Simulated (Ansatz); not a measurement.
# GaSiH7O (SMILES [SiH3][OH+][GaH3-]) at 5 levels

Wanted: a comparison of 5 runs (HF/STO-3G, BHLYP/6-31G*, HSE06/6-31G*, PBE0/6-31G*, r2SCAN0/6-31G*) of GaSiH7O. 

The results are computed with Ansatz 0.2.0.

67 further runs of the same task are left out: 1 that didn't finish, 66 set aside as unsound or not needed.

**1. The structure to begin with**

GaSiH7O: 10 atoms, total charge 0, spin state singlet. SMILES: `[SiH3][OH+][GaH3-]`. The Si1–H6 distance was set to 2.655 Å, away from the relaxed value. At this shape a bond of the SMILES string is far longer than usual.

Bond lengths: Si1–O2 1.685 Å, O2–Ga3 2.176 Å, Si1–H4 1.485 Å, Si1–H5 1.480 Å, O2–H7 0.960 Å, Ga3–H8 1.571 Å, Ga3–H9 1.583 Å, Ga3–H10 1.578 Å. Some angles: Si1–O2–Ga3 118.1°, Si1–O2–H7 117.7°, Ga3–O2–H7 112.1°, O2–Si1–H4 106.7°, O2–Si1–H5 110.5°, O2–Ga3–H8 100.1°, O2–Ga3–H9 92.2°, O2–Ga3–H10 95.6°, H4–Si1–H5 110.0°, H8–Ga3–H9 118.9°.

**2. A single-point energy at HF/STO-3G (run 1)**

The input, molecule.yaml:

```yaml
crystal:
  periodic: [false, false, false]
  atoms:
    - {symbol: Si, position_ang: [-0.816792, -0.386419, -1.669154]}
    - {symbol: O, position_ang: [-1.104292, -1.300219, -0.282354]}
    - {symbol: Ga, position_ang: [0.550008, -1.617519, 1.095346]}
    - {symbol: H, position_ang: [-2.099192, -0.326519, -2.414854]}
    - {symbol: H, position_ang: [0.223908, -1.025819, -2.504754]}
    - {symbol: H, position_ang: [-0.069600, 2.013200, -0.814500]}
    - {symbol: H, position_ang: [-1.655992, -2.081319, -0.369754]}
    - {symbol: H, position_ang: [-0.025492, -0.919919, 2.380446]}
    - {symbol: H, position_ang: [1.553508, -0.813019, 0.172746]}
    - {symbol: H, position_ang: [0.538208, -3.192119, 0.991046]}
basis:
  gaussian:
    orbitals: STO-3G
hamiltonian:
  xc: hf
accuracy: high
output: {orbitals: {seedname: orbitals}}
```

Run with:

```bash
$ ansatz run molecule.yaml --threads 1 --pin off --max-ram 3480MiB --events-out events.jsonl --progress --plain --runs-dir runs
```

The log of the run:

```text
Warning: RAYON_NUM_THREADS=1 ignored (pool sized by the plan → 1); use --threads N
Functional definition: HF
  name "HF"
  exchange = exact_x
  correlation = 0
684 factors; integrals over basis functions are off by at most 4.4e-9 eV
mean field evaluation 1: about -61606.6477 eV, gradient 2.2e1 eV
mean field evaluation 2: about -61606.6991 eV, gradient 2.2e1 eV
mean field evaluation 4: about -61610.7147 eV, gradient 2.3e0 eV
mean field evaluation 8: about -61610.7707 eV, gradient 8.5e-2 eV
mean field evaluation 16: about -61610.7654 eV, gradient 1.7e-8 eV
mean field -61610.76544308 eV, -2264.1538687565 hartree, gradient 1.7e-8 eV, S^2 0.000000; 0 other end points of the search recorded, 0 dependent functions left out
reference -61610.76544308 eV, -2264.1538687565 hartree; 30, 30 occupied and 9, 9 virtual orbitals, 684 factors
Total energy: -61610.76544308 eV, -2264.1538687565 hartree
```

Run time: 0.58 s. Hardware: 1 thread of Arm Neoverse V1, shared host.

**3. A single-point energy at BHLYP/6-31G(d) (spherical functions) (run 2)**

The input, in.yaml:

```yaml
crystal:
  periodic: [false, false, false]
  atoms:
    - {symbol: Si, position_ang: [-0.816792, -0.386419, -1.669154]}
    - {symbol: O, position_ang: [-1.104292, -1.300219, -0.282354]}
    - {symbol: Ga, position_ang: [0.550008, -1.617519, 1.095346]}
    - {symbol: H, position_ang: [-2.099192, -0.326519, -2.414854]}
    - {symbol: H, position_ang: [0.223908, -1.025819, -2.504754]}
    - {symbol: H, position_ang: [-0.069600, 2.013200, -0.814500]}
    - {symbol: H, position_ang: [-1.655992, -2.081319, -0.369754]}
    - {symbol: H, position_ang: [-0.025492, -0.919919, 2.380446]}
    - {symbol: H, position_ang: [1.553508, -0.813019, 0.172746]}
    - {symbol: H, position_ang: [0.538208, -3.192119, 0.991046]}
basis:
  gaussian:
    orbitals: 6-31G_st_-spherical.json
total_charge: 0
hamiltonian:
  xc: {name: BHLYP}
accuracy: high
output: {orbitals: {seedname: orbitals}}
```

The basis set 6-31G* is read from a file made from the Basis Set Exchange's data (not shown).

Run with:

```bash
$ ansatz run in.yaml --threads 1 --pin off --max-ram 3480MiB --events-out events.jsonl --progress --plain --runs-dir runs
```

The log of the run:

```text
Warning: RAYON_NUM_THREADS=1 ignored (pool sized by the plan → 1); use --threads N
Functional definition: BHLYP
  name "BHLYP"
  parameter a = 0.5
  exchange = (1 - a)*b88_x + a*exact_x
  correlation = lyp_c
1781 factors; integrals over basis functions are off by at most 4.7e-9 eV
mean field evaluation 1: about -62400.5598 eV, gradient 3.7e1 eV
mean field evaluation 2: about -62399.8802 eV, gradient 4.3e1 eV
mean field evaluation 4: about -62403.0022 eV, gradient 1.1e0 eV
mean field evaluation 8: about -62403.0657 eV, gradient 5.7e-2 eV
mean field evaluation 16: about -62403.0658 eV, gradient 1.3e-5 eV
mean field -62403.06575549 eV, -2293.2703681969 hartree, gradient 9.9e-8 eV, S^2 0.000000; 0 other end points of the search recorded, 0 dependent functions left out
reference -62403.06578883 eV, -2293.2703694224 hartree; 30, 30 occupied and 48, 48 virtual orbitals, 1781 factors
Total energy: -62403.06578883 eV, -2293.2703694224 hartree
```

Run time: 9.9 s. Hardware: 1 thread of Arm Neoverse V1, shared host; peak memory 0.28 GiB.

Runs 3 to 4 aren't shown in full; the table further down has their settings and results.

**4. The energy at r2SCAN0/6-31G(d) (spherical functions) (run 5)**

The input, job.yaml:

```yaml
crystal:
  periodic: [false, false, false]
  atoms:
    - {symbol: Si, position_ang: [-0.816792, -0.386419, -1.669154]}
    - {symbol: O, position_ang: [-1.104292, -1.300219, -0.282354]}
    - {symbol: Ga, position_ang: [0.550008, -1.617519, 1.095346]}
    - {symbol: H, position_ang: [-2.099192, -0.326519, -2.414854]}
    - {symbol: H, position_ang: [0.223908, -1.025819, -2.504754]}
    - {symbol: H, position_ang: [-0.069600, 2.013200, -0.814500]}
    - {symbol: H, position_ang: [-1.655992, -2.081319, -0.369754]}
    - {symbol: H, position_ang: [-0.025492, -0.919919, 2.380446]}
    - {symbol: H, position_ang: [1.553508, -0.813019, 0.172746]}
    - {symbol: H, position_ang: [0.538208, -3.192119, 0.991046]}
basis:
  gaussian:
    orbitals: 6-31G_st_-spherical.json
hamiltonian:
  xc: {name: r2SCAN0}
accuracy: high
output:
  orbitals: {seedname: orbitals}
```

The basis set 6-31G* is read from a file made from the Basis Set Exchange's data (not shown).

Run with:

```bash
$ ansatz run job.yaml --threads 1 --pin off --max-ram 3480MiB --events-out events.jsonl --progress --plain --runs-dir runs
```

The log of the run:

```text
Warning: RAYON_NUM_THREADS=1 ignored (pool sized by the plan → 1); use --threads N
Functional definition: r2SCAN0
  name "r2SCAN0"
  parameter a = 0.25
  parameter k0 = 0.174
  parameter k1 = 0.065
  parameter a1 = 4.9479
  exchange = (1 - a)*r2scan_x(k0 = k0, k1 = k1, a1 = a1) + a*exact_x
  correlation = r2scan_c
1781 factors; integrals over basis functions are off by at most 4.7e-9 eV
mean field evaluation 1: about -62398.8898 eV, gradient 4.0e1 eV
mean field evaluation 2: about -62395.9768 eV, gradient 5.7e1 eV
mean field evaluation 4: about -62401.5550 eV, gradient 2.2e0 eV
mean field evaluation 8: about -62401.7314 eV, gradient 2.0e-1 eV
mean field evaluation 16: about -62401.7316 eV, gradient 6.7e-6 eV
mean field -62401.73157651 eV, -2293.2213380237 hartree, gradient 4.2e-8 eV, S^2 0.000000; 0 other end points of the search recorded, 0 dependent functions left out
reference -62401.73157763 eV, -2293.2213380651 hartree; 30, 30 occupied and 48, 48 virtual orbitals, 1781 factors
Total energy: -62401.73157763 eV, -2293.2213380651 hartree
```

Wall time 19 s (1 thread of Arm Neoverse V1, shared host); peak memory 0.34 GiB.

**5. The series**

| run | level | energy (Eh) | HOMO energy (eV) | LUMO energy (eV) | HOMO–LUMO gap (eV) | wall time |
| --- | --- | --- | --- | --- | --- | --- |
| 1 | HF/STO-3G | -2264.153869 | -5.53 | 2.91 | 8.45 | 0.58 s |
| 2 | BHLYP/6-31G* (spherical functions) | -2293.270369 | -8.32 | -2.09 | 6.23 | 9.9 s |
| 3 | HSE06/6-31G* (spherical functions) | -2292.870181 | -7.06 | -3.34 | 3.72 | 10 s |
| 4 | PBE0/6-31G* (spherical functions) | -2292.881598 | -7.45 | -2.97 | 4.49 | 9.9 s |
| 5 | r2SCAN0/6-31G* (spherical functions) | -2293.221338 | -7.61 | -2.94 | 4.67 | 19 s |

**6. Summary of results**

```
            quantity           value
 run 5: total energy  -2293.22134 Eh
  run 5: HOMO energy        -7.61 eV
  run 5: LUMO energy        -2.94 eV
run 5: HOMO–LUMO gap         4.67 eV
```

In words: The HOMO–LUMO gap runs from 3.72 eV (HSE06/6-31G*) to 8.45 eV (HF/STO-3G). The two ends differ in method and basis. Totals of different functionals can't be ranked against each other. In run 1 the basis is minimal, so the values are rough. All runs together took 50 s, the longest 19 s.
